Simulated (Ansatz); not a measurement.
# CH4AlNOSe: the cost of one run

Program: Ansatz 0.2.0. Level of theory: RKS r2SCAN/def2-SVP. These are calculated values, not measurements.

## (1) The system as given

Bond lengths: O1–C2 1.366 Å, C2–Se3 1.936 Å, C2–N4 1.410 Å, C2–Al5 1.918 Å, N4–Al5 1.888 Å, O1–H6 1.005 Å, Se3–H7 1.593 Å, N4–H8 1.044 Å, Al5–H9 1.571 Å. Angles: O1–C2–Se3 114.7°, O1–C2–N4 115.4°, O1–C2–Al5 117.3°, Se3–C2–N4 114.6°, Se3–C2–Al5 119.2°, N4–C2–Al5 67.1°, C2–O1–H6 107.7°, C2–Se3–H7 90.8°, C2–N4–Al5 69.4°, C2–N4–H8 111.4°, Al5–N4–H8 105.8°, C2–Al5–N4 43.5°, C2–Al5–H9 145.4°, N4–Al5–H9 148.7°.

As a file:

```xyz
9

O    -0.1775    1.1730    1.0163
C    -0.1103    0.0470    0.2464
Se    0.4522   -1.5457    1.1915
N    -1.1912   -0.1461   -0.6376
Al    0.3839    0.2662   -1.5940
H    -0.8938    1.0280    1.7068
H     1.8731   -0.8919    1.4930
H    -1.3689   -1.1615   -0.8055
H     1.1210    1.1847   -2.6339
```

## (2) End point A

The input, input.yaml:

```yaml
crystal:
  periodic: [false, false, false]
  atoms:
    - { symbol: O, position_ang: [-0.1775, 1.173, 1.0163] }
    - { symbol: C, position_ang: [-0.1103, 0.047, 0.2464] }
    - { symbol: Se, position_ang: [0.4522, -1.5457, 1.1915] }
    - { symbol: "N", position_ang: [-1.1912, -0.1461, -0.6376] }
    - { symbol: Al, position_ang: [0.3839, 0.2662, -1.594] }
    - { symbol: H, position_ang: [-0.8938, 1.028, 1.7068] }
    - { symbol: H, position_ang: [1.8731, -0.8919, 1.493] }
    - { symbol: H, position_ang: [-1.3689, -1.1615, -0.8055] }
    - { symbol: H, position_ang: [1.121, 1.1847, -2.6339] }
basis:
  gaussian: { orbitals: def2-SVP }
hamiltonian:
  xc: r2scan
relax:
  f_tol: 0.02
  max_steps: 50
```

Run with:

```sh
> ansatz run input.yaml --threads 2 --pin off --max-ram 3072MiB --backend cpu --events-out ev --progress --plain --runs-dir out
```

Q: Estimate wall time and peak memory on 2 threads of Intel Xeon 6975P-C (Granite Rapids), shared host.

About 64 s, with a peak of 0.23 GiB.
